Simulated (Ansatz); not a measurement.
TaCo, space group Pm-3m: a comparison of functionals at one structure, run with Ansatz 0.2.0, Python API.

The script, `xc_taco.py`:
```python
"""Functional comparison for TaCo (totals differ with the potentials too)."""

import warnings

import ansatz
import pandas as pd

SMEARING = "cold"
SMEARING_WIDTH = 0.2
SCF_TOL = 1e-06


def main() -> None:
    warnings.simplefilter("ignore", ansatz.DeckWarning)

    taco = (
        ansatz.Lattice.cubic(3.068399)
        .space_group(221)
        .atom("Ta", (0.0, 0.0, 0.0))
        .atom("Co", (0.5, 0.5, 0.5))
        .moments(Co=1.8)
    )

    calculation = (
        taco.calculation()
        .spin("collinear")
        .kpoints(4)
        .occupations(SMEARING, width=SMEARING_WIDTH)
        .pseudopotentials("nc")
        .scf(tolerance=SCF_TOL)
        .stress()
    )

    rows = []
    for value in ["blyp", "lda", "pbesol"]:
        r = calculation.functional(value).run(threads=1).report
        rows.append((value, r["free_energy_ev"] / len(r["lattice"]["sites"]), r["n_iterations"], sum(r["stress_gpa"][i][i] for i in range(3)) / 3, r["magnetization_mub"], r["n_kpoints"]))

    table = pd.DataFrame(rows, columns=["functional", "F/atom (eV)", "iterations", "P (GPa)", "moment (muB)", "k-points"])
    print(table.round(5).to_string(index=False))


if __name__ == "__main__":
    main()
```

Rank the functionals by the pressure that they give at this structure. What does the order say about their lattices?

From lowest to highest: LDA (-18.0 GPa), PBEsol (-10.6 GPa) and BLYP (4.1 GPa). At a fixed cell a lower pressure usually means a smaller equilibrium volume, so LDA prefers the smallest cell and BLYP the largest.

The output:

```console
$ python xc_taco.py
RunWarning: the starting moments were not kept: the SCF closed with an absolute magnetisation of 9.0e-6 μB, where they sum to 1.8 μB in size (1 site). That is at most 0.1 of that sum. Measured as dr2_m measures the in/out step, that magnetisation stands [...]
functional  F/atom (eV)  iterations   P (GPa)  moment (muB)  k-points
      blyp  -2964.44360          22   4.12871       0.00001        10
       lda  -2966.09832          17 -17.95898      -0.00000        10
    pbesol  -2964.91089          20 -10.63723       0.00001        10
```
(Warnings from the package without file and line, shortened, repeats left out.)

Reading the output:
- The SCF didn't keep the moments it started from (some shrank, vanished or turned); what is printed is the state reached.
- Such functionals run on norm-conserving files made under PBE, which can move pressures by some GPa.
- BLYP can be off by several per cent in the lattices of metals, and by several GPa in the pressure at a fixed cell.
- For a metal this mesh is far too coarse, so the numbers only illustrate the procedure.
- The overall sign of a collinear moment is arbitrary, and semilocal functionals can give small moments to compounds that are paramagnetic.
- The free energy holds a sizeable smearing term, which stands for no physical temperature.
- Pressure is positive in compression.
- Spin-orbit coupling, which matters for elements this heavy, is left out.
- This cell is a computed structure, which may not be the phase found in nature.
- Total energies of different functionals can't be compared; pressures, moments and gaps at this one structure can.
- The script silences the warnings on its input, which a real study should read.
- Wall time of the script: 21 s on 1 thread of Arm Neoverse V1 (shared host), peak memory 0.45 GiB.

(Lines on the test bed's own set-up are left out of the output.)
